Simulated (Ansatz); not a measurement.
**SiH₄Se: one species, many methods**

An exercise on one series of results from a longer session: the logs are not shown, and one member is left open.

The runs use Ansatz 0.2.0, Gaussian basis; functionals in def2-TZVPP, the program's frozen cores in correlated methods.

Levels to be run: LDA (SPW92), PBE-D4, revPBE-D4, BLYP-D4, r2SCAN-D4, B97M-V, PBE0-D4, B3LYP-D4, r2SCANh-D4, r2SCAN0-D4, HSE06-D4, BHLYP-D4, CAM-B3LYP-D4, LC-ωPBE, ωB97X-V, ωB97M-V, B2PLYP, PBE-QIDH; CCSD(T)/def2-SVP; CCSD(T)/def2-TZVPP; MP2/def2-QZVPP; extrapolation to the limit; RPA on PBE.

### The geometry

The geometry comes from an earlier relaxation with PBE0-D4 in a triple-zeta def2 set; it is a stationary point.

SMILES `[SiH3][SeH]`, 6 atoms, charge 0, spin multiplicity 1.

Atoms are counted from 1 here; the program's logs count them from 0.

Bond lengths: Si1–Se2 2.279 Å, Si1–H3 1.484 Å, Si1–H4 1.483 Å, Si1–H5 1.484 Å, Se2–H6 1.469 Å. Angles: Se2–Si1–H3 111.5°, Se2–Si1–H4 104.9°, Se2–Si1–H5 111.4°, H3–Si1–H4 110.0°, H3–Si1–H5 109.1°, H4–Si1–H5 110.0°, Si1–Se2–H6 93.0°.

The first run:

File in.yaml:

```yaml
crystal:
  periodic: [false, false, false]
  atoms:
    - {symbol: Si, position_ang: [-0.244731, -0.234541, -0.474580]}
    - {symbol: Se, position_ang: [0.898727, -0.252130, 1.496856]}
    - {symbol: H, position_ang: [-1.605513, 0.334245, -0.308735]}
    - {symbol: H, position_ang: [-0.336923, -1.659639, -0.873449]}
    - {symbol: H, position_ang: [0.479938, 0.537757, -1.514304]}
    - {symbol: H, position_ang: [0.850603, 1.210309, 1.627912]}
basis:
  gaussian: {orbitals: def2-TZVPP}
hamiltonian: {xc: lda}
output: {orbitals: {seedname: orbitals}}
```

Steps of the session up to this table: LDA; PBE-D4 (GGA); revPBE-D4 (GGA); BLYP-D4 (GGA); r2SCAN-D4 (meta-GGA); B97M-V (meta-GGA); PBE0-D4 (hybrid); B3LYP-D4 (hybrid); r2SCANh-D4 (hybrid); r2SCAN0-D4 (hybrid); HSE06-D4 (hybrid); BHLYP-D4 (hybrid); CAM-B3LYP-D4 (range-separated); LC-ωPBE-D4 (range-separated; the results give it without D4); ωB97X-V (range-separated); ωB97M-V (range-separated); B2PLYP (double hybrid); PBE-QIDH (double hybrid).

One table of the session follows, with a row left open; its other results are not shown here.

It belongs to the step «Frontier levels by functional». 

```
  functional  HOMO (eV)  gap (eV)
 LDA (SPW92)      -6.07      4.88
      PBE-D4          ?         ?
   revPBE-D4      -5.92      5.05
     BLYP-D4      -5.79      4.96
   r2SCAN-D4      -6.24      5.62
      B97M-V      -6.34      5.60
     PBE0-D4      -7.11      7.00
    B3LYP-D4      -6.86      6.54
  r2SCANh-D4      -6.66      6.34
  r2SCAN0-D4      -7.29      7.40
    HSE06-D4      -6.71      6.23
    BHLYP-D4      -8.09      8.84
CAM-B3LYP-D4      -8.38      9.23
     LC-ωPBE      -9.75     11.77
     ωB97X-V      -9.40     11.30
     ωB97M-V      -9.26     10.86
```

**Question.** Estimate the row for PBE-D4.

**Answer.** HOMO (eV): -5.96; gap (eV): 5.01. In the column «HOMO (eV)» it lies between LDA (SPW92) (-6.07) and revPBE-D4 (-5.92).
